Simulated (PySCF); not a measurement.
# C3H8BFO: the cost of one run

The runs use PySCF 2.14.0, with density-fitted response routines of our own; the level of theory stands in each step. All values are computed, except where a source is named. Atoms are numbered from 0 throughout.

## (1) The starting structure

14 atoms, charge 0, multiplicity 1; geometry from: GFN2-xTB. The atoms were then displaced at random by about 0.01 Å, so the start is not that level's minimum.

Bonds of the start (Å): C0–C1 1.53, C1–B2 1.58, B2–F3 1.37, B2–O4 1.33, O4–C5 1.41, C0–H6 1.06, C0–H7 1.10, C0–H8 1.11, C1–H9 1.08, C1–H10 1.09, C5–H11 1.09, C5–H12 1.09, C5–H13 1.10.

## (2) Optimising the geometry at PBE0-D3(BJ)/def2-SVP

Job settings and geometry (Å):

```
{"job": {"xc": "PBE0", "basis": "def2-SVP", "d3": "d3bj", "grid": 1, "shake": 0.01, "kind": "geom"}, "charge": 0, "multiplicity": 1}
C     -1.937920    -0.187450     0.601450
C     -1.299420     0.120950    -0.751220
B      0.275120     0.083530    -0.733840
F      0.994840     0.124730    -1.902040
O      0.978880     0.018080     0.397030
C      2.387070     0.003630     0.502580
H     -1.686270    -1.160420     0.942390
H     -1.606450     0.557340     1.338920
H     -3.042920    -0.091740     0.533910
H     -1.663210    -0.587570    -1.483400
H     -1.622040     1.107270    -1.092210
H      2.862900    -0.171760    -0.460000
H      2.703350     0.965820     0.896400
H      2.648910    -0.797500     1.202280
```

On the command line:

```bash
$ OMP_NUM_THREADS=1 python probes_run.py task.json out
```

The driver reads the jobs from task.json and runs them one after another.

Q: Estimate the wall time and peak memory of this first job on 1 thread of Arm Neoverse V2, shared host.

About 63 s, with a peak of 0.57 GiB.
